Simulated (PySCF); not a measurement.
# [Pb(H2CO)]2+: other functionals and bases at one geometry

Aim: see how levels, charges and forces of [Pb(H2CO)]2+ depend on the level of theory. The species was built from a template and needn't be a known compound.

Method: several levels, as the steps say, no spin–orbit coupling; program: PySCF 2.14.0.

1 further run of the same task is left out (for a known fault of the program).

## 1. The system as given

5 atoms, charge 2, spin multiplicity 1.

Bond lengths: Pb1–O2 2.251 Å, O2–C3 1.235 Å, C3–H4 1.108 Å, C3–H5 1.108 Å. Angles: Pb1–O2–C3 180.0°, O2–C3–H4 120.1°, O2–C3–H5 120.1°, H4–C3–H5 119.9°.

Geometry (Å):

```xyz
5

Pb    0.00000    0.00000   -0.23882
O     0.00000    0.00000    2.01183
C     0.00000    0.00000    3.24689
H     0.95937    0.00000    3.80208
H    -0.95937    0.00000    3.80208
```

Formal oxidation states: Pb +2. An earlier session relaxed this geometry at PBE0, Pb def2-SVP with ECP60, O def2-SVP, C def2-SVP, H def2-SVP (singlet, point group C2v).

At PBE0 on the finer grid: E = -306.467395 Eh, HOMO -19.09 eV, LUMO -14.22 eV, Mulliken charge on Pb1 +1.69 e, largest force component 0.005 eV/Å. 

Levels to run: PBE; r2SCAN; PBE0, TZVP. Hardware: 2 threads of Intel Xeon 6975P-C (Granite Rapids), shared host.

## 2. PBE

run.py (the lines that set the calculation) reads:

```python
mol = gto.M(atom='''
Pb     0.00000     0.00000    -0.23882
O      0.00000     0.00000     2.01183
C      0.00000     0.00000     3.24689
H      0.95937     0.00000     3.80208
H     -0.95937     0.00000     3.80208''',
    basis={'Pb': 'def2-SVP', 'O': 'def2-SVP', 'C': 'def2-SVP', 'H': 'def2-SVP'},
    ecp={'Pb': 'def2-SVP'},
    charge=2, spin=0)
mf = dft.RKS(mol, xc='PBE')
mf.grids.atom_grid = (75, 302)
mf = mf.density_fit()  # fitting sets: Pb def2-universal-JKFIT, O def2-universal-JKFIT, C def2-universal-JKFIT, H def2-universal-JKFIT
mf.conv_tol = 1e-08; mf.max_cycle = 55
mf.kernel(dm0)  # dm0: the density of the relaxed state
```

Command:

```console
OMP_NUM_THREADS=2 python run.py
```

## 3. r2SCAN

Changes to run.py (the lines that set the calculation) since step 2:

```diff
@@ -9,3 +9,3 @@
     charge=2, spin=0)
-mf = dft.RKS(mol, xc='PBE')
+mf = dft.RKS(mol, xc='R2SCAN')
 mf.grids.atom_grid = (75, 302)
```

## 4. PBE0, TZVP

Basis: Pb def2-TZVP with ECP60, O def2-TZVP, C def2-TZVP, H def2-TZVP. 

run.py (the lines that set the calculation) reads:

```python
mol = gto.M(atom='''
Pb     0.00000     0.00000    -0.23882
O      0.00000     0.00000     2.01183
C      0.00000     0.00000     3.24689
H      0.95937     0.00000     3.80208
H     -0.95937     0.00000     3.80208''',
    basis={'Pb': 'def2-TZVP', 'O': 'def2-TZVP', 'C': 'def2-TZVP', 'H': 'def2-TZVP'},
    ecp={'Pb': 'def2-TZVP'},
    charge=2, spin=0)
mf = dft.RKS(mol, xc='PBE0')
mf.grids.atom_grid = (75, 302)
mf = mf.density_fit()  # fitting sets: Pb def2-universal-JKFIT, O def2-universal-JKFIT, C def2-universal-JKFIT, H def2-universal-JKFIT
mf.conv_tol = 1e-08; mf.max_cycle = 55
mf.kernel(dm0)  # dm0: free metal ions and neutral atoms
```

What does the calculation give? Wanted: for each run, HOMO; gap; charge on Pb1; dipole; largest force.

The runs gave:

| level | state | HOMO (eV) | gap (eV) | charge on Pb1 (e) | dipole (D) | largest force (eV/Å) | basis functions | time |
| --- | --- | --- | --- | --- | --- | --- | --- | --- |
| PBE0 (relaxed here) | singlet | -19.09 | 4.87 | 1.69 | 5.53 | 0.00 | 64 | 3.3 s |
| PBE | singlet | -17.71 | 2.62 | 1.62 | 5.87 | 0.63 | 64 | 1.7 s |
| r2SCAN | singlet | -17.93 | 3.17 | 1.67 | 5.76 | 0.37 | 64 | 2.2 s |
| PBE0, TZVP | singlet | -19.11 | 4.89 | 1.70 | 5.56 | 0.32 | 124 | 4.3 s |

Times are on 2 threads of Intel Xeon 6975P-C (Granite Rapids), shared host; the first row also made further properties. The dipole of a charged species depends on the origin, so these sizes hold for this origin alone.

In one basis the HOMO–LUMO gap runs from 2.62 eV (PBE) to 4.87 eV (PBE0). The largest leftover force, 0.63 eV/Å with PBE, stands at a geometry relaxed at another level. The Mulliken charge on Pb spans +1.62 to +1.70 e over the levels. Total energies of different levels can't be compared. Spin–orbit coupling is left out throughout.
